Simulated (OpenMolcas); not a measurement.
# Re³⁺ among point charges: CASSCF and CASPT2 levels and susceptibility

How does a field of 6 point charges split the states of Re³⁺, and what χT follows?

Program: OpenMolcas 26.06. Level of theory: state-averaged CASSCF and CASPT2, spin-orbit coupling by RASSI with atomic mean-field integrals. These are calculated values, not measurements, unless marked.

### Step 1. Starting point

| Item | Value |
| --- | --- |
| Species | Re³⁺ (rhenium, Z = 75, 72 electrons) |
| Basis | ANO-RCC-VDZP [7s6p4d2f1g], 68 functions |
| Scalar Hamiltonian | DKH2, point nucleus |
| Inactive shells | 1s 2s 2p 3s 3p 3d 4s 4p 4d 4f 5s 5p |
| Active space | 4 electrons in 5 orbitals (5d) |
| Some configurations of this space | 5d⁴ |
| Orbitals | optimised for each spin and parity, averaged over all roots |

The outer shells:

5d4
```
5d [↑ ][↑ ][↑ ][↑ ][  ]
```

The ion sits among 6 point charges of -1.7 e arranged as an octahedron (Oh), 1.92 Å from the ion.

Each step is its own input file, run in one work folder so that later steps find the files of earlier ones. Labels, J, g values, rates, χT and fits are worked out afterwards by a script from the matrices that RASSI stores. The input lists half of the charges; inversion (Group=XYZ) makes the rest.

### Step 2. One- and two-electron integrals

File a.inp:

```
&GATEWAY
Coord
1

Re 0.0 0.0 0.0
Basis=ANO-RCC-VDZP
Group=XYZ
NoMove
AngMom=0.0 0.0 0.0
AMFI
XField
3 Angstrom 0
1.920000 0.000000 0.000000 -1.700000
0.000000 1.920000 0.000000 -1.700000
0.000000 0.000000 1.920000 -1.700000
&SEWARD
```

Launch:

```sh
$ OMP_NUM_THREADS=1 MOLCAS_MEM=1689 MOLCAS_PROJECT=a pymolcas a.inp > a.log
```

### Step 3. CASSCF: quintets of even parity, 5 roots

File a.inp:

```
&RASSCF
FileOrb=start.orb
Symmetry=1
Spin=5
nActEl=4 0 0
Inactive=15 19
Ras2=5 0
CIRoot=5 5 1
SDav=5
CIMx=300
Iter=120 100
PrWF=0.3
OrbListing=Nothing
MaxOrb=0
>>> COPY $Project.JobIph JOB001
```

start.orb holds the contracted functions of the basis, ordered by shell, or the orbitals of the step before.

### Step 4. Reference wave functions, triplets of even parity, 45 roots

File a.inp:

```
&RASSCF
FileOrb=start.orb
Symmetry=1
Spin=3
nActEl=4 0 0
Inactive=15 19
Ras2=5 0
CIRoot=45 45 1
SDav=45
CIMx=300
Iter=120 100
PrWF=0.3
OrbListing=Nothing
MaxOrb=0
>>> COPY $Project.JobIph JOB002
```

### Step 5. Reference wave functions, singlets of even parity, 50 roots

File a.inp:

```
&RASSCF
FileOrb=start.orb
Symmetry=1
Spin=1
nActEl=4 0 0
Inactive=15 19
Ras2=5 0
CIRoot=50 50 1
SDav=50
CIMx=300
Iter=120 100
PrWF=0.3
OrbListing=Nothing
MaxOrb=0
>>> COPY $Project.JobIph JOB003
```

### Step 6. RASSI: spin-orbit coupling between the states

File a.inp:

```
&RASSI
NrOfJobIphs=3 5 45 50
1 2 3 4 5
1 2 3 4 5 6 7 8 9 10 11 12 13 14 15 16 17 18 19 20 21 22 23 24 25 26 27
28 29 30 31 32 33 34 35 36 37 38 39 40 41 42 43 44 45
1 2 3 4 5 6 7 8 9 10 11 12 13 14 15 16 17 18 19 20 21 22 23 24 25 26 27
28 29 30 31 32 33 34 35 36 37 38 39 40 41 42 43 44 45 46 47 48 49 50
IphNames
JOB001
JOB002
JOB003
EJob
SpinOrbit
DIPRint=1.0
SOCoupling=1000.0
Subsets=2
Property=9
'ANGMOM' 1 'ANGMOM' 2 'ANGMOM' 3 'MLTPL  1' 1 'MLTPL  1' 2 'MLTPL  1' 3
'AMFI' 1 'AMFI' 2 'AMFI' 3
SOProperty=3
'ANGMOM' 1 'ANGMOM' 2 'ANGMOM' 3
```

### Step 7. CASPT2: IPEA 0.25, imaginary shift 0.1 (closed shells correlated: 5s 5p)

File a.inp:

```
>>> COPY JOB001 $Project.JobIph
&CASPT2
Multistate=5 1 2 3 4 5
NoMult
Frozen=14 16
IPEA=0.25
Imaginary=0.1
MaxIter=60
WThr=0.0 0.3 0.05
PrWF=0.5
NoMix
>>> COPY JOB002 $Project.JobIph
&CASPT2
Multistate=45 1 2 3 4 5 6 7 8 9 10 11 12 13 14 15 16 17 18 19 20 21 22
23 24 25 26 27 28 29 30 31 32 33 34 35 36 37 38 39 40 41 42 43 44 45
NoMult
Frozen=14 16
IPEA=0.25
Imaginary=0.1
MaxIter=60
WThr=0.0 0.3 0.05
PrWF=0.5
NoMix
>>> COPY JOB003 $Project.JobIph
&CASPT2
Multistate=50 1 2 3 4 5 6 7 8 9 10 11 12 13 14 15 16 17 18 19 20 21 22
23 24 25 26 27 28 29 30 31 32 33 34 35 36 37 38 39 40 41 42 43 44 45 46
47 48 49 50
NoMult
Frozen=14 16
IPEA=0.25
Imaginary=0.1
MaxIter=60
WThr=0.0 0.3 0.05
PrWF=0.5
NoMix
```

(Steps that only read results are left out.)

Before running it: what results should come out? Wanted: spin-free ground state; first state of the same spin within the active space; lowest level; next level.

**Answer**, as computed:

```
                                            quantity                                                                        value
                                              method  SS-CASPT2, IPEA 0.25, imaginary shift 0.1 (closed shells correlated: 5s 5p)
                              spin-free ground state                                              3T1, 3-fold in its orbital part
first state of the same spin within the active space                                                            3T1 at 14800 cm⁻¹
                                        lowest level                                                                    1-fold A1
                                          next level                                                                  3573.9 cm⁻¹
                                         χT at 300 K                                                               0.18 cm³ K/mol
                           effective moment at 300 K                                                                      1.20 μB
```

Cost by method:

| method | time of its own steps | time with the reference |
| --- | --- | --- |
| A. CASSCF | 25 s | 25 s |
| B. SS-CASPT2, IPEA 0.25, imaginary shift 0.1, +5s 5p | 12 s | 36 s |

Times are of one thread on a shared host.

**Reading.** The spin-free ground state (3T1) comes to 40 % from free-ion H terms and has less than the highest spin computed. χT at 300 K is 0.18, against 1.00 cm³ K/mol for the spin alone, so spin-orbit coupling lowers it. A ligand-field fit to the states below 45000 cm-1 gives 10Dq = 17856 cm-1, B = 595 cm-1 and C = 2944 cm-1 (C/B = 4.94), with a deviation of 520 cm-1. CASPT2 does not keep the components of a term degenerate, and the means are used. The field of point charges can differ much from that of real complexes. With metal d orbitals alone active, the gaps between spin states are rough; where two lie within a few thousand cm-1, their order is open. Point charges carry no covalency, so the field is a model and not that of real ligands.
